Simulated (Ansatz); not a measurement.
Geometry optimisation, Ansatz, DFT PBE, scalar-relativistic, plane waves, PAW.

input.yaml

```yaml
crystal:
  lattice:
    - [8.1, 0.0, 0.0]
    - [0.0, 8.1, 0.0]
    - [0.0, 0.0, 8.1]
  atoms:
    - { symbol: Al, position: [0.5, 0.0, 0.0] }
    - { symbol: Al, position: [0.75, 0.25, 0.0] }
    - { symbol: Al, position: [0.75, 0.0, 0.25] }
    - { symbol: Al, position: [0.0, 0.0, 0.0] }
    - { symbol: Al, position: [0.25, 0.25, 0.0] }
    - { symbol: Al, position: [0.5, 0.5, 0.0] }
    - { symbol: Al, position: [0.75, 0.75, 0.0] }
    - { symbol: Al, position: [0.25, 0.0, 0.25] }
    - { symbol: Al, position: [0.5, 0.25, 0.25] }
    - { symbol: Al, position: [0.75, 0.5, 0.25] }
    - { symbol: Al, position: [0.5, 0.0, 0.5] }
    - { symbol: Al, position: [0.75, 0.25, 0.5] }
    - { symbol: Al, position: [0.75, 0.0, 0.75] }
    - { symbol: Al, position: [0.0, 0.5, 0.0] }
    - { symbol: Al, position: [0.25, 0.75, 0.0] }
    - { symbol: Al, position: [0.0, 0.25, 0.25] }
    - { symbol: Al, position: [0.25, 0.5, 0.25] }
    - { symbol: Al, position: [0.5, 0.75, 0.25] }
    - { symbol: Al, position: [0.0, 0.0, 0.5] }
    - { symbol: Al, position: [0.25, 0.25, 0.5] }
    - { symbol: Al, position: [0.5, 0.5, 0.5] }
    - { symbol: Al, position: [0.75, 0.75, 0.5] }
    - { symbol: Al, position: [0.25, 0.0, 0.75] }
    - { symbol: Al, position: [0.5, 0.25, 0.75] }
    - { symbol: Al, position: [0.75, 0.5, 0.75] }
    - { symbol: Al, position: [0.0, 0.75, 0.25] }
    - { symbol: Al, position: [0.0, 0.5, 0.5] }
    - { symbol: Al, position: [0.25, 0.75, 0.5] }
    - { symbol: Al, position: [0.0, 0.25, 0.75] }
    - { symbol: Al, position: [0.25, 0.5, 0.75] }
    - { symbol: Al, position: [0.5, 0.75, 0.75] }
    - { symbol: Al, position: [0.0, 0.75, 0.75] }
    - { symbol: C, position: [0.6343033, 0.6228598, 0.3812591] }
basis:
  ecutwfc: 420.0
kpoints:
  mp_grid: { grid: [2, 2, 2] }
hamiltonian:
  xc: pbe
scf:
  occupations: { method: fermi_dirac, width: 0.1 }
  lower_state_search: "off"
relax:
  f_tol: 0.03
  max_steps: 60
  adjacent_minimum: "off"
```

Launched with:

```bash
$ ansatz run input.yaml --threads 2 --pin off --max-ram 5120MiB --backend cpu --events-out ev --progress --plain --runs-dir out
```

Problem. Where does it end, and by what steps?

Solution. The run converged. Limits of this set-up: coarse k mesh, a small cell, in which the defect meets its images, a typed lattice constant that wasn't relaxed here. After 4 steps the energy has fallen by 1.752 eV; Al22 moved furthest, 0.20 Å.

| step | energy less start (eV) | largest force component (eV/Å) | accepted |
| --- | --- | --- | --- |
| 0 | 0.0000 | 3.799 | yes |
| 1 | -1.1729 | 1.933 | yes |
| 2 | -1.7188 | 0.378 | yes |
| 3 | -1.7466 | 0.045 | yes |
| 4 | -1.7525 | 0.002 | yes |

```xyz
33
Lattice="8.1000 0.0000 0.0000 0.0000 8.1000 0.0000 0.0000 0.0000 8.1000" Properties=species:S:1:pos:R:3
Al 4.058 0.033 -0.032
Al 6.072 1.991 -0.032
Al 6.102 0.018 2.002
Al 0.020 0.017 -0.016
Al 2.010 2.007 -0.016
Al 4.028 4.025 -0.017
Al 6.102 6.099 -0.017
Al 1.994 0.033 2.032
Al 4.028 2.006 2.002
Al 6.193 3.934 1.911
Al 4.028 0.018 4.076
Al 6.101 2.006 4.076
Al 6.072 0.033 6.110
Al 0.036 4.055 -0.032
Al 1.994 6.069 -0.032
Al 0.036 1.991 2.032
Al 2.009 4.025 2.002
Al 3.936 6.191 1.910
Al 0.036 0.033 4.046
Al 1.994 1.991 4.046
Al 3.936 3.934 4.168
Al 6.193 6.189 4.167
Al 2.010 0.017 6.094
Al 4.058 1.991 6.110
Al 6.101 4.025 6.095
Al 0.021 6.099 2.002
Al 0.021 4.025 4.076
Al 2.009 6.099 4.076
Al 0.020 2.007 6.094
Al 1.994 4.055 6.110
Al 4.028 6.099 6.095
Al 0.036 6.069 6.110
C 5.063 5.062 3.038
```

Whether the end is a true minimum wasn't checked by a vibrational analysis.

Time of the run: 31 s on 2 threads of Intel(R) Xeon(R) Platinum 8488C (Sapphire Rapids), on a shared host, peak memory 1.1 GiB.
